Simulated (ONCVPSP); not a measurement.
**Pseudopotential generation for titanium: ONCV, PBEsol**

Task: generate the file, and judge it by its errors in other configurations, its logarithmic derivatives, its ghosts and its cutoff.

Program: ONCVPSP 4.0.1. Reference atom: PBEsol, scalar-relativistic, spherical and spin-unpolarised. All values are calculated.

### 1 Settings

The settings as typed:

* element: titanium (Ti, Z = 22)
* type: optimised norm-conserving Vanderbilt (ONCV)
* frozen core: [Ne]
* valence charge: 12
* reference configuration: 3s2 3p6 3d2 4s2
* partial waves: 3s+4s: rc 1.35 bohr, ncon 4, nbas 7, qcut 7.6 1/bohr, 2 projectors; 3p: rc 1.50 bohr, ncon 4, nbas 9, qcut 7.9 1/bohr, 2 projectors, debl 3.7 Ha; 3d: rc 1.50 bohr, ncon 5, nbas 9, qcut 12.6 1/bohr, 3 projectors, debl 3.5 Ha
* local potential: polynomial inside 1.10 bohr (lpopt 5, dvloc0 1 Ha)
* core correction: Teter function, fcfact 2.25, rcfact 1.35

The nodes and maxima of the atom's own shells, from an earlier all-electron run, set the scale for the radii.

All-electron outer shells of the reference configuration (PBEsol, scalar-relativistic, ld1.x):

| shell | level (eV) | outermost node (bohr) | outermost maximum (bohr) |
| --- | --- | --- | --- |
| 2p | -443.92 | – | 0.22 |
| 3s | -62.45 | 0.40 | 0.87 |
| 3p | -38.77 | 0.37 | 0.90 |
| 4s | -4.48 | 1.24 | 2.92 |
| 3d | -4.27 | – | 0.98 |
| 4p | -1.45 | 1.39 | 3.80 |

### 2 The generation run

Ti.dat

```
# ATOM AND REFERENCE CONFIGURATION
# atsym  z   nc   nv     iexc    psfile
  Ti 22.00    3    4  -116133      upf
#
#   n    l    f
    1    0    2.00
    2    0    2.00
    2    1    6.00
    3    0    2.00
    3    1    6.00
    3    2    2.00
    4    0    2.00
#
# PSEUDOPOTENTIAL AND OPTIMIZATION
# lmax
    2
#
#   l,   rc,      ep,       ncon, nbas, qcut
    0    1.35    0.00    4    7    7.60
    1    1.50    0.00    4    9    7.90
    2    1.50    0.00    5    9   12.60
#
# LOCAL POTENTIAL
# lloc, lpopt,  rc(5),   dvloc0
    4    5    1.10    1.00
#
# VANDERBILT-KLEINMAN-BYLANDER PROJECTORs
# l, nproj, debl
    0    2    0.40
    1    2    3.70
    2    3    3.50
#
# MODEL CORE CHARGE
# icmod, fcfact, rcfact
    3    2.25    1.35
#
# LOG DERIVATIVE ANALYSIS
# epsh1, epsh2, depsh
   -4.00    5.00    0.02
#
# OUTPUT GRID
# rlmax, drl
    6.00    0.01
#
# TEST CONFIGURATIONS
# ncnf
    4
# nvcnf
#   n    l    f
    4
    3    0    2.00
    3    1    6.00
    3    2    2.00
    4    0    1.00
#
    4
    3    0    2.00
    3    1    6.00
    3    2    2.00
    4    0    0.00
#
    4
    3    0    2.00
    3    1    6.00
    3    2    1.00
    4    0    0.00
#
    4
    3    0    2.00
    3    1    6.00
    3    2    1.00
    4    0    2.00
#
```

The run is started by

```console
oncvpsp.x < Ti.dat > Ti.out
```

What does the calculation give? Wanted: cutoffs for 1 and 0.1 mHa per electron, occupied waves; bound ghosts; GHOST(+) flags; largest test error; largest phase difference near zero energy, channels read; rms error of d²Exc/dn², without and with the model core.

As calculated:

| quantity | value |
| --- | --- |
| cutoffs for 1 and 0.1 mHa per electron, occupied waves | 49 Ha and 58 Ha |
| bound ghosts | none found |
| GHOST(+) flags | none at low energy |
| largest test error (AE − PS) | +14 meV, for 3s2 3p6 3d1 4s2 |
| largest phase difference near zero energy, channels read | 0.000 rad |
| rms error of d²Exc/dn², without and with the model core | 1.83 and 0.80 mHa |

What this shows: By total energies transferability is good: the largest error is 14 meV on 9.8 eV, for 3s2 3p6 3d1 4s2. By its cutoff, 49 Ha for the looser tolerance, it is hard. At the looser tolerance the 3d wave is the slowest; 3s needs 24 Ha. It is free of bound ghosts as far as tested. Near zero energy the phases of the channels with partial waves agree within 0.001 rad. These are tests on the free atom; a crystal test is still owed.
